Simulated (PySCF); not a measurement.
# C2H8N2O2Si2: electronic excitations

Aim: predict the electronic excitations of C2H8N2O2Si2 (`COC(=O)[SiH]1N[SiH2]N1`).

Computed with PySCF 2.14.0, with density-fitted response routines of our own, on a single molecule in the gas phase. Atoms are numbered from 0 throughout.

## 1. The molecule as given

16 atoms, charge 0, multiplicity 1; geometry from: GFN2-xTB.

Bonds of the start (Å): C0–O1 1.42, O1–C2 1.33, C2–O3 1.21, C2–Si4 1.91, Si4–N5 1.74, N5–Si6 1.74, Si6–N7 1.74, N7–Si4 1.74, C0–H8 1.09, C0–H9 1.09, C0–H10 1.09, Si4–H11 1.46, N5–H12 1.00, Si6–H13 1.46, Si6–H14 1.46, N7–H15 1.00.

## 2. TDDFT and polarisability: CAM-B3LYP/def2-SVPD

The job: settings as JSON, then the geometry in Å.

```
{"job": {"kind": "uv", "xc": "CAM-B3LYP", "basis": "def2-SVPD", "nstates": 8, "ntriplets": 3}, "charge": 0, "multiplicity": 1}
C      2.921177     0.554089    -0.091170
O      1.516044     0.327383    -0.074881
C      1.098262    -0.885228     0.287783
O      1.850762    -1.779571     0.592275
Si    -0.805684    -1.022861     0.263113
N     -1.649829     0.252105     1.086585
Si    -2.524563     0.844696    -0.299929
N     -1.585266    -0.358899    -1.139197
H      3.318214     0.529562     0.925811
H      3.071593     1.533973    -0.536662
H      3.419931    -0.219296    -0.678710
H     -1.194207    -2.384092     0.622320
H     -1.711234     0.489640     2.058387
H     -3.951646     0.539263    -0.259758
H     -2.210814     2.221141    -0.664334
H     -1.570337    -0.632960    -2.103045
```

Level: TDDFT CAM-B3LYP/def2-SVPD, vertical, gas phase, core orbitals frozen in the response.

Run with:

```sh
$ OMP_NUM_THREADS=1 python probes_run.py task.json out
```

This one command runs all jobs of the session in turn.

Predict these results of the whole session: lowest singlet (CAM-B3LYP/def2-SVPD); brightest of those computed; lowest triplet.

The runs gave:

| quantity | value |
| --- | --- |
| lowest singlet (CAM-B3LYP/def2-SVPD) | 4.65 eV (267 nm), f = 0.001 |
| brightest of those computed | state 8, 7.26 eV, f = 0.054 |
| lowest triplet | 4.04 eV |

The lowest singlet, at 4.65 eV, is HOMO−1→LUMO 0.69, HOMO−2→LUMO 0.12 and is weak; the strongest absorption computed is state 8 at 7.26 eV. The lowest triplet lies 0.61 eV below the lowest singlet (triplets in Tamm-Dancoff, singlets in full TDDFT).
